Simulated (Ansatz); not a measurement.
**CH6BSb (SMILES C[BH][SbH2]): HF/def2-SVPD (core potential)**

Aim: the vertical singlet–triplet gap of CH6BSb at HF/def2-SVPD (core potential), from 2 runs. 

Program for the calculation: Ansatz 0.2.0.

29 further runs of the same task are left out: 29 set aside as unsound or not needed.

### Step 1. The system as given

The species is CH6BSb (9 atoms), meant as a singlet with charge 0. As SMILES, `C[BH][SbH2]`. Geometry: relaxed at PBE0-D4/def2-TZVP. This is one conformer, not always the lowest.

Bond lengths: C1–B2 1.551 Å, B2–Sb3 2.227 Å, C1–H4 1.102 Å, C1–H5 1.095 Å, C1–H6 1.091 Å, B2–H7 1.199 Å, Sb3–H8 1.703 Å, Sb3–H9 1.705 Å. Some angles: C1–B2–Sb3 123.7°, C1–B2–H7 119.7°, Sb3–B2–H7 116.5°, B2–C1–H4 105.1°, B2–C1–H5 112.5°, B2–C1–H6 116.5°, B2–Sb3–H8 95.0°, B2–Sb3–H9 95.1°, H4–C1–H5 104.9°, H4–C1–H6 107.2°.

### Step 2. The energy at HF/def2-SVPD (core potential)

Contents of molecule.yaml:

```yaml
crystal:
  periodic: [false, false, false]
  atoms:
    - symbol: C
      position_ang: [-0.696500, 0.976700, -0.600500]
    - symbol: B
      position_ang: [0.386200, -0.132200, -0.547000]
    - symbol: Sb
      position_ang: [1.415200, -0.767000, 1.323700]
    - symbol: H
      position_ang: [-1.637800, 0.449300, -0.824500]
    - symbol: H
      position_ang: [-0.551700, 1.662600, -1.441500]
    - symbol: H
      position_ang: [-0.856700, 1.545300, 0.316400]
    - symbol: H
      position_ang: [0.752700, -0.653500, -1.562200]
    - symbol: H
      position_ang: [1.258000, -2.435000, 1.019200]
    - symbol: H
      position_ang: [0.019000, -0.692400, 2.299200]
basis:
  gaussian: {orbitals: def2-SVPD}
hamiltonian: {xc: hf}
accuracy: high
output: {orbitals: {seedname: orbitals}}
```

The run is started by

```
$ ansatz run molecule.yaml --threads 1 --pin off --max-ram 3480MiB --events-out events.jsonl --progress --plain --runs-dir runs
```

What it wrote:

```text
Warning: RAYON_NUM_THREADS=1 ignored (pool sized by the plan → 1); use --threads N
Functional definition: HF
  name "HF"
  exchange = exact_x
  correlation = 0
2646 factors; integrals over basis functions are off by at most 3.3e-9 eV
mean field evaluation 1: about -8303.6370 eV, gradient 2.3e1 eV
mean field evaluation 2: about -8303.6877 eV, gradient 2.3e1 eV
mean field evaluation 4: about -8305.4984 eV, gradient 2.5e0 eV
mean field evaluation 8: about -8305.5333 eV, gradient 1.2e-1 eV
mean field evaluation 16: about -8305.5335 eV, gradient 3.0e-8 eV
mean field -8305.53347977 eV, -305.2227256888 hartree, gradient 3.0e-8 eV, S^2 0.000000; 0 other end points of the search recorded, 0 dependent functions left out
reference -8305.53347977 eV, -305.2227256888 hartree; 20, 20 occupied and 100, 100 virtual orbitals, 2646 factors
Total energy: -8305.53347977 eV, -305.2227256888 hartree
```

Run time: 7.2 s. Hardware: 1 thread of Arm Neoverse V2, shared host; peak memory 0.42 GiB.

### Step 3. The triplet at the same level

Contents of input.yaml:

```yaml
crystal:
  periodic: [false, false, false]
  atoms:
    - {symbol: C, position_ang: [-0.696500, 0.976700, -0.600500]}
    - {symbol: B, position_ang: [0.386200, -0.132200, -0.547000]}
    - {symbol: Sb, position_ang: [1.415200, -0.767000, 1.323700]}
    - {symbol: H, position_ang: [-1.637800, 0.449300, -0.824500]}
    - {symbol: H, position_ang: [-0.551700, 1.662600, -1.441500]}
    - {symbol: H, position_ang: [-0.856700, 1.545300, 0.316400]}
    - {symbol: H, position_ang: [0.752700, -0.653500, -1.562200]}
    - {symbol: H, position_ang: [1.258000, -2.435000, 1.019200]}
    - {symbol: H, position_ang: [0.019000, -0.692400, 2.299200]}
basis:
  gaussian:
    orbitals: def2-SVPD
total_charge: 0
magnetization:
  spin_polarized: true
  initial_magnetization: 2
hamiltonian:
  xc: hf
accuracy: high
output:
  orbitals: {seedname: orbitals}
```

The run is started by

```
$ ansatz run input.yaml --threads 1 --pin off --max-ram 3480MiB --events-out events.jsonl --progress --plain --runs-dir runs
```

What it wrote:

```text
Warning: RAYON_NUM_THREADS=1 ignored (pool sized by the plan → 1); use --threads N
[... 4 set-up lines as earlier in the session ...]
2646 factors; integrals over basis functions are off by at most 3.3e-9 eV
mean field evaluation 1: about -8299.1187 eV, gradient 2.0e1 eV
mean field evaluation 2: about -8299.1740 eV, gradient 2.0e1 eV
mean field evaluation 4: about -8302.2277 eV, gradient 2.6e0 eV
mean field evaluation 8: about -8302.3670 eV, gradient 2.5e-1 eV
mean field evaluation 16: about -8302.3721 eV, gradient 5.7e-7 eV
mean field evaluation 32: about -8299.4447 eV, gradient 8.2e0 eV
mean field evaluation 64: about -8302.1929 eV, gradient 2.8e0 eV
mean field -8302.37210733 eV, -305.1065473945 hartree, gradient 1.8e-8 eV, S^2 2.036958; 3 other end points of the search recorded, 0 dependent functions left out
reference -8302.37210733 eV, -305.1065473945 hartree; 21, 19 occupied and 99, 101 virtual orbitals, 2646 factors
Total energy: -8302.37210733 eV, -305.1065473945 hartree
```

Wall time 13 s (1 thread of Arm Neoverse V2, shared host); peak memory 0.49 GiB.

### Step 4. What came out

At HF/def2-SVPD (core potential):

```
                                        quantity          value
                           singlet: total energy  -305.22273 Eh
                            singlet: HOMO energy       -8.92 eV
                            singlet: LUMO energy        1.75 eV
                          singlet: HOMO–LUMO gap       10.68 eV
                           triplet: total energy  -305.10655 Eh
     triplet: HOMO energy (highest over α and β)       -6.11 eV
      triplet: LUMO energy (lowest over α and β)       -1.36 eV
                                   triplet: ⟨S²⟩          2.037
vertical energy of the triplet above the singlet       3.161 eV
```

**Reading.** At this shape the triplet lies 3.16 eV (73 kcal/mol) above the singlet.
